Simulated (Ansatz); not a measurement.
**H7NO6Si2: small, medium and large basis sets**

An exercise on one series of results from a longer session: the logs are not shown, and one member is left open.

Program: Ansatz 0.2.0, Gaussian basis. Level of theory: one geometry, several basis sets. These are calculated values, not measurements.

The runs, in order: PBE0-D4/def2-SVP; ωB97M-V/def2-SVP; PBE0-D4/def2-QZVPP; ωB97M-V/def2-QZVPP; the functionals' def2-TZVPP values are taken from earlier runs.

2 further runs of the same task are left out: 2 that didn't finish.

## The geometry

The geometry comes from an earlier relaxation with PBE0-D4 in a triple-zeta def2 set; it is a stationary point, not always the lowest conformer.

SMILES `O[Si](O)(O)N[Si](O)(O)O`, 16 atoms, charge 0, spin multiplicity 1.

Atoms are counted from 1 here; the program's logs count them from 0.

Bond lengths: O1–Si2 1.627 Å, O1–H10 0.967 Å, Si2–O3 1.634 Å, Si2–O4 1.638 Å, Si2–N5 1.720 Å, O3–H11 0.958 Å, O4–H12 0.958 Å, N5–Si6 1.700 Å, N5–H13 1.012 Å, Si6–O7 1.638 Å, Si6–O8 1.634 Å, Si6–O9 1.647 Å, O7–H14 0.958 Å, O8–H15 0.958 Å, O9–H16 0.959 Å. Angles: Si2–O1–H10 114.4°, O1–Si2–O3 116.1°, O1–Si2–O4 107.8°, O1–Si2–N5 108.3°, O3–Si2–O4 104.4°, O3–Si2–N5 105.3°, O4–Si2–N5 115.3°, Si2–O3–H11 115.6°, Si2–O4–H12 115.8°, Si2–N5–Si6 132.6°, Si2–N5–H13 113.3°, Si6–N5–H13 114.1°, N5–Si6–O7 110.2°, N5–Si6–O8 117.5°, N5–Si6–O9 104.6°, O7–Si6–O8 104.4°, O7–Si6–O9 114.7°, O8–Si6–O9 105.8° and more.

Set-up of the first run:

in.yaml reads:

```yaml
crystal:
  periodic: [false, false, false]
  atoms:
    - {symbol: O, position_ang: [-0.674515, -0.979855, -1.805521]}
    - {symbol: Si, position_ang: [0.358835, 0.254975, -1.575503]}
    - {symbol: O, position_ang: [1.879002, 0.031763, -2.130572]}
    - {symbol: O, position_ang: [-0.199831, 1.540838, -2.422719]}
    - {symbol: N, position_ang: [0.527511, 0.508649, 0.117751]}
    - {symbol: Si, position_ang: [-0.252595, -0.171012, 1.466106]}
    - {symbol: O, position_ang: [0.791043, -0.289880, 2.722371]}
    - {symbol: O, position_ang: [-1.535434, 0.634017, 2.079482]}
    - {symbol: O, position_ang: [-0.842696, -1.609430, 0.923718]}
    - {symbol: H, position_ang: [-0.820476, -1.529856, -1.023977]}
    - {symbol: H, position_ang: [2.015209, 0.230689, -3.058236]}
    - {symbol: H, position_ang: [-1.152011, 1.647366, -2.439823]}
    - {symbol: H, position_ang: [1.237136, 1.191060, 0.350822]}
    - {symbol: H, position_ang: [1.643376, -0.689431, 2.542931]}
    - {symbol: H, position_ang: [-1.373786, 1.179300, 2.850162]}
    - {symbol: H, position_ang: [-1.600750, -1.949204, 1.403007]}
basis:
  gaussian: {orbitals: def2-SVP}
hamiltonian: {xc: pbe0, dispersion: d4}
output: {orbitals: {seedname: orbitals}}
```

Steps of the session up to this table: PBE0-D4 in def2-SVP; ωB97M-V in def2-SVP; PBE0-D4 in def2-QZVPP; ωB97M-V in def2-QZVPP.

One of the session's tables, all rows but one given; the rest of the session is left out.

It belongs to the step «Functionals by basis». 

```
functional       basis  HOMO (eV)  LUMO (eV)
   PBE0-D4    def2-SVP      -7.67       0.91
   PBE0-D4  def2-TZVPP      -7.94       0.24
   PBE0-D4  def2-QZVPP      -8.00      -0.14
   ωB97M-V    def2-SVP     -10.04       2.54
   ωB97M-V  def2-TZVPP          ?          ?
   ωB97M-V  def2-QZVPP     -10.40       1.07
```

Estimate the missing values for ωB97M-V, def2-TZVPP.

**Answer.** HOMO (eV): -10.33; LUMO (eV): 1.67. In the column «HOMO (eV)» it lies between ωB97M-V, def2-QZVPP (-10.40) and ωB97M-V, def2-SVP (-10.04).
